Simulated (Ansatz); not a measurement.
**MgHBr: up Jacob's ladder to CCSD(T)**

How much do the methods differ for MgHBr? The plan is to run it at one geometry with functionals of several rungs and with coupled cluster, and see how far each lands from CCSD(T) at the basis-set limit for the atomisation energy.

Computed with Ansatz 0.2.0, Gaussian basis. Level: functionals in def2-TZVPP, the program's frozen cores in correlated methods.

Plan: LDA (SPW92), PBE-D4, revPBE-D4, BLYP-D4, r2SCAN-D4, B97M-V, PBE0-D4, B3LYP-D4, r2SCANh-D4, r2SCAN0-D4, HSE06-D4, BHLYP-D4, CAM-B3LYP-D4, LC-ωPBE, ωB97X-V, ωB97M-V, B2PLYP, PBE-QIDH; CCSD(T)/def2-SVP; CCSD(T)/def2-TZVPP; CCSD(T)/def2-QZVPP; extrapolation to the limit; RPA on PBE.

## 1. The geometry

All runs share one geometry, relaxed beforehand with PBE0-D4 in a triple-zeta def2 set.

SMILES `[MgH][Br]`, 3 atoms, charge 0, spin multiplicity 1.

Atoms are counted from 1 here; the program's logs count them from 0.

Bond lengths: Mg1–Br2 2.340 Å, Mg1–H3 1.686 Å. Angles: Br2–Mg1–H3 180.0°.

Coordinates:

```xyz
3

Mg   -0.1938    0.0127   -0.1047
Br    1.8496   -0.3569    0.9730
H    -1.6668    0.2794   -0.8814
```

## 2. LDA

This LDA is Slater exchange with PW92 correlation.

Contents of in.yaml:

```yaml
crystal:
  periodic: [false, false, false]
  atoms:
    - {symbol: Mg, position_ang: [-0.193770, 0.012686, -0.104731]}
    - {symbol: Br, position_ang: [1.849643, -0.356890, 0.972980]}
    - {symbol: H, position_ang: [-1.666773, 0.279404, -0.881449]}
basis:
  gaussian: {orbitals: def2-TZVPP}
hamiltonian: {xc: lda}
output: {orbitals: {seedname: orbitals}}
```

The run is started by

```console
> ansatz run in.yaml --threads 2 --pin off --events-out ev --progress --plain --max-ram 20480MiB --backend cpu
```

Further steps of the session: PBE-D4 (GGA); revPBE-D4 (GGA); BLYP-D4 (GGA); r2SCAN-D4 (meta-GGA); B97M-V (meta-GGA); B3LYP-D4 (hybrid); r2SCANh-D4 (hybrid); r2SCAN0-D4 (hybrid); HSE06-D4 (hybrid); BHLYP-D4 (hybrid); CAM-B3LYP-D4 (range-separated); LC-ωPBE (range-separated); ωB97X-V (range-separated); ωB97M-V (range-separated); B2PLYP (double hybrid); PBE-QIDH (double hybrid); CCSD(T) in def2-SVP; CCSD(T) in def2-TZVPP; CCSD(T) in def2-QZVPP; RPA on PBE orbitals.

Q: Predict the results of all the runs planned. Wanted: atomisation energy, CCSD(T)/CBS; farthest beyond LDA; mean size of error, GGA; mean size of error, meta-GGA; mean size of error, hybrid; mean size of error, range-separated; mean size of error, double hybrid; gap, smallest and largest; T1 diagnostic.

As calculated:

| quantity | value |
| --- | --- |
| atomisation energy, CCSD(T)/CBS | 140.5 kcal/mol |
| functionals within 1.4 kcal/mol (1.0 %) | r2SCAN-D4, B97M-V, r2SCANh-D4 |
| farthest beyond LDA | BLYP-D4 (-8.9 kcal/mol) |
| mean size of error, GGA | 8.1 kcal/mol |
| mean size of error, meta-GGA | 0.3 kcal/mol |
| mean size of error, hybrid | 4.7 kcal/mol |
| mean size of error, range-separated | 4.7 kcal/mol |
| mean size of error, double hybrid | 5.9 kcal/mol |
| gap, smallest and largest | 5.04 eV (BLYP-D4), 11.76 eV (LC-ωPBE) |
| T1 diagnostic | 0.0061 |
| triples share of the correlation energy | 2.2 % |

The LDA atomisation energy is off by 7.5 kcal/mol (5 %): it overbinds. PBE-D4 misses by -6.7 kcal/mol. Double hybrids carry the basis error of their MP2 part in triple zeta, and no dispersion term here, so their miss is partly the set-up's. By mean error the best rung here is meta-GGA (0.3 kcal/mol) and the worst beyond LDA is GGA (8.1 kcal/mol). Misses under about 1.4 kcal/mol are within the doubt on the reference itself, which lacks core-valence correlation, relativity and higher excitations, and its outer-core shells are covered unevenly. All levels share the lack of spin-orbit coupling, which lowers the free heavy atoms and so the true binding. Hartree-Fock recovers 76 % of the binding; the rest is correlation. CCSD(T) in def2-SVP is off by -13.3 kcal/mol, more than most functionals: a good method in a small basis is no reference. The gap grows from 5.0 to 11.8 eV across the functionals, mostly with the share of exact exchange. Correlated methods include outer-core shells of Br, Mg, which these sets cover unevenly.
